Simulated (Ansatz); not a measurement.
**H₅N₂OSb: up Jacob's ladder to CCSD(T)**

An exercise on one series of results from a longer session: the logs are not shown, and one member is left open.

Program: Ansatz 0.2.0, Gaussian basis. Level of theory: functionals in def2-TZVPP, the program's frozen cores in correlated methods. These are calculated values, not measurements.

Levels to be run: LDA (SPW92), PBE-D4, revPBE-D4, BLYP-D4, r2SCAN-D4, B97M-V, PBE0-D4, B3LYP-D4, r2SCANh-D4, r2SCAN0-D4, HSE06-D4, BHLYP-D4, CAM-B3LYP-D4, LC-ωPBE, ωB97X-V, ωB97M-V, B2PLYP, PBE-QIDH; CCSD(T)/def2-SVP; CCSD(T)/def2-TZVPP; MP2/def2-QZVPP; extrapolation to the limit; RPA on PBE.

## The geometry

An earlier PBE0-D4 in a triple-zeta def2 set relaxation fixed the geometry. Sb takes the def2 core potential; no spin-orbit term is included.

SMILES `[NH2][Sb]([NH2])[OH]`, 9 atoms, charge 0, spin multiplicity 1.

Atoms are counted from 1 here; the program's logs count them from 0.

Bond lengths: N1–Sb2 2.000 Å, N1–H5 1.013 Å, N1–H6 1.010 Å, Sb2–N3 2.019 Å, Sb2–O4 1.977 Å, N3–H7 1.012 Å, N3–H8 1.013 Å, O4–H9 0.960 Å. Angles: Sb2–N1–H5 113.5°, Sb2–N1–H6 117.7°, H5–N1–H6 110.9°, N1–Sb2–N3 90.6°, N1–Sb2–O4 102.7°, N3–Sb2–O4 87.5°, Sb2–N3–H7 114.5°, Sb2–N3–H8 110.1°, H7–N3–H8 108.7°, Sb2–O4–H9 111.9°.

Coordinates:

```
N    -0.22644    1.30271   -1.06537
Sb    0.38783    0.57567    0.69388
N     1.08670   -1.08698   -0.21291
O    -1.16141   -0.50154    1.28498
H    -0.65669    0.60726   -1.66250
H    -0.76766    2.15579   -1.05860
H     2.07053   -1.05405   -0.44794
H     0.91813   -1.89885    0.36958
H    -1.56249   -0.14630    2.08178
```

Set-up of the first run:

Input file in.yaml:

```yaml
crystal:
  periodic: [false, false, false]
  atoms:
    - {symbol: N, position_ang: [-0.226443, 1.302708, -1.065369]}
    - {symbol: Sb, position_ang: [0.387826, 0.575674, 0.693878]}
    - {symbol: N, position_ang: [1.086701, -1.086984, -0.212910]}
    - {symbol: O, position_ang: [-1.161412, -0.501543, 1.284976]}
    - {symbol: H, position_ang: [-0.656687, 0.607257, -1.662496]}
    - {symbol: H, position_ang: [-0.767663, 2.155790, -1.058599]}
    - {symbol: H, position_ang: [2.070531, -1.054048, -0.447938]}
    - {symbol: H, position_ang: [0.918132, -1.898853, 0.369581]}
    - {symbol: H, position_ang: [-1.562486, -0.146302, 2.081776]}
basis:
  gaussian: {orbitals: def2-TZVPP}
hamiltonian: {xc: lda}
output: {orbitals: {seedname: orbitals}}
```

Run with:

```bash
ansatz run in.yaml --threads 4 --pin off --events-out ev --progress --plain --max-ram 10444MiB
```

Steps of the session up to this table: LDA; PBE-D4 (GGA); revPBE-D4 (GGA); BLYP-D4 (GGA); r2SCAN-D4 (meta-GGA); B97M-V (meta-GGA); PBE0-D4 (hybrid); B3LYP-D4 (hybrid); r2SCANh-D4 (hybrid); r2SCAN0-D4 (hybrid); HSE06-D4 (hybrid); BHLYP-D4 (hybrid); CAM-B3LYP-D4 (range-separated); LC-ωPBE (range-separated); ωB97X-V (range-separated); ωB97M-V (range-separated); B2PLYP (double hybrid); PBE-QIDH (double hybrid).

One of the session's tables, all rows but one given; the rest of the session is left out.

It belongs to the step «Frontier levels by functional». 

```
  functional  HOMO (eV)  gap (eV)
 LDA (SPW92)      -5.67      4.25
      PBE-D4      -5.50      4.28
   revPBE-D4      -5.43      4.31
     BLYP-D4      -5.38      4.22
   r2SCAN-D4      -5.77      4.78
      B97M-V      -5.79      4.72
     PBE0-D4      -6.73      6.23
    B3LYP-D4          ?         ?
  r2SCANh-D4      -6.23      5.50
  r2SCAN0-D4      -6.91      6.57
    HSE06-D4      -6.33      5.47
    BHLYP-D4      -7.85      8.05
CAM-B3LYP-D4      -8.06      8.43
     LC-ωPBE      -9.33     10.82
     ωB97X-V      -9.01     10.37
     ωB97M-V      -8.92     10.05
```

**Question.** Estimate the row for B3LYP-D4.

Worked estimate for «HOMO (eV)». Against the share of exact exchange, BLYP-D4 (0, -5.38), BHLYP-D4 (0.5, -7.85) give a slope of -4.94 per unit share; at 0.2 the line stands at -6.37.

As computed: HOMO (eV): -6.53; gap (eV): 5.78. In «HOMO (eV)» the line misses by +0.16.
